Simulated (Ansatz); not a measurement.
# CH₅BClFSSi: up Jacob's ladder to CCSD(T)

One table from this session's results is given with a row withheld; the runs are named, their logs left out.

Method: functionals in def2-TZVPP, the program's frozen cores in correlated methods; program: Ansatz 0.2.0, Gaussian basis.

Plan: PBE-D4, r2SCAN-D4, PBE0-D4, B3LYP-D4, ωB97X-V, ωB97M-V, B2PLYP; CCSD(T)/def2-TZVPP; MP2/def2-QZVPP; extrapolation to the limit.

**Structure used throughout**

The geometry comes from an earlier relaxation with PBE0-D4 in a triple-zeta def2 set; it is a stationary point, not always the lowest conformer.

11 atoms, charge 0, spin multiplicity 1.

Atoms are counted from 1 here; the program's logs count them from 0.

Bond lengths: B1–Si2 1.997 Å, B1–S6 2.019 Å, B1–H7 1.204 Å, B1–H8 1.198 Å, Si2–Cl3 2.056 Å, Si2–C4 1.933 Å, Si2–H9 1.493 Å, C4–F5 1.362 Å, C4–S6 1.875 Å, C4–H10 1.093 Å, S6–H11 1.348 Å. Angles: Si2–B1–S6 83.8°, Si2–B1–H7 113.3°, Si2–B1–H8 123.8°, S6–B1–H7 100.3°, S6–B1–H8 110.8°, H7–B1–H8 116.3°, B1–Si2–Cl3 126.8°, B1–Si2–C4 87.7°, B1–Si2–H9 115.8°, Cl3–Si2–C4 113.4°, Cl3–Si2–H9 107.1°, C4–Si2–H9 101.8°, Si2–C4–F5 116.0°, Si2–C4–S6 89.5°, Si2–C4–H10 123.2°, F5–C4–S6 106.6°, F5–C4–H10 108.8°, S6–C4–H10 109.6° and more.

Set-up of the first run:

File in.yaml:

```yaml
crystal:
  periodic: [false, false, false]
  atoms:
    - {symbol: B, position_ang: [-0.295779, -1.459495, -0.277908]}
    - {symbol: Si, position_ang: [1.110338, -0.080751, 0.055332]}
    - {symbol: Cl, position_ang: [2.778467, 0.277279, -1.091651]}
    - {symbol: C, position_ang: [-0.265586, 1.261028, -0.153063]}
    - {symbol: F, position_ang: [-0.552431, 1.628162, -1.432942]}
    - {symbol: S, position_ang: [-1.554696, -0.007954, 0.341224]}
    - {symbol: H, position_ang: [-0.616371, -1.543916, -1.435301]}
    - {symbol: H, position_ang: [-0.429577, -2.449544, 0.383883]}
    - {symbol: H, position_ang: [1.509140, 0.110627, 1.481645]}
    - {symbol: H, position_ang: [-0.348341, 2.138687, 0.492403]}
    - {symbol: H, position_ang: [-1.269865, 0.069078, 1.656876]}
basis:
  gaussian: {orbitals: def2-TZVPP}
hamiltonian: {xc: pbe, dispersion: d4}
output: {forces: true, orbitals: {seedname: orbitals}}
```

Launch:

```
ansatz run in.yaml --threads 4 --pin off --events-out ev --progress --plain --max-ram 10444MiB
```

Steps of the session up to this table: PBE-D4 (GGA); r2SCAN-D4 (meta-GGA); PBE0-D4 (hybrid); B3LYP-D4 (hybrid); ωB97X-V (range-separated); ωB97M-V (range-separated); B2PLYP (double hybrid); CCSD(T) in def2-TZVPP; MP2 in def2-QZVPP.

One table of the session follows, with a row left open; its other results are not shown here.

| method | atomisation energy (kcal/mol) |
| --- | --- |
| PBE-D4 | 900.2 |
| r2SCAN-D4 | 886.5 |
| PBE0-D4 | 883.7 |
| B3LYP-D4 | 872.4 |
| ωB97X-V | 882.5 |
| ωB97M-V | 882.7 |
| B2PLYP | 861.1 |
| HF/def2-TZVPP | 627.9 |
| MP2/def2-TZVPP | 868.4 |
| CCSD/def2-TZVPP | ? |
| CCSD(T)/def2-TZVPP | 848.7 |
| MP2/CBS | 893.9 |
| CCSD(T)/CBS | 874.3 |

Q: Estimate the row for CCSD/def2-TZVPP from the others.

The run gave: atomisation energy (kcal/mol): 831.9. In the column «atomisation energy (kcal/mol)» it lies between HF/def2-TZVPP (627.9) and CCSD(T)/def2-TZVPP (848.7).
